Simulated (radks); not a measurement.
# I²⁺ in [Kr] 4d10 5s1.5 5p3 6s0.5: an all-electron calculation

What are the levels of the iodine ion I2+, how large are its shells, and how does its energy divide?

Method: Dirac Kohn-Sham, exchange-only LDA, spin-unpolarised, spherical densities, finite nucleus; open shells fill j = l - 1/2 first. Code: radks (a radial shooting solver on a logarithmic mesh, Libxc functionals) version 1.

## 1. What is computed

| Item | Value |
| --- | --- |
| element | iodine (Z = 53) |
| charge | +2 |
| electrons | 51 |
| configuration | [Kr] 4d10 5s1.5 5p3 6s0.5 |
| nuclear rms radius | 4.75 fm |

## 2. The calculation

The run's settings:

```text
Z 53
configuration [Kr] 4d10 5s1.5 5p3 6s0.5 5d0 6p0 7s0
relativity Dirac
functional lda,
spin unpolarised
j_filling energy
nucleus finite rms 4.75 fm
c 137.035999084
```

Launch:

```console
python run_ks.py task.json out
```

The same process makes all the runs of this session.

What does the calculation give?

As calculated:

```
                        quantity                   value
                    total energy     -7106.43847 hartree
exchange-correlation share of it                  2.39 %
                            −T/E                  1.0602
          highest occupied level       6s1/2, -11.374 eV
    most extended occupied level  6s1/2, <r> = 4.34 bohr
 radius at density 0.001 e/bohr³               4.31 bohr
    maxima of the radial density                       4
```

**Reading.** 6 principal shells are occupied and 4 maxima appear in the radial density; where shells overlap, one shows as a shoulder or not at all. Relativity lifts −T/E to 1.060. This is not the tabulated ground configuration, so its levels and sizes aren't those of the ground state, and no measured value stands beside it.
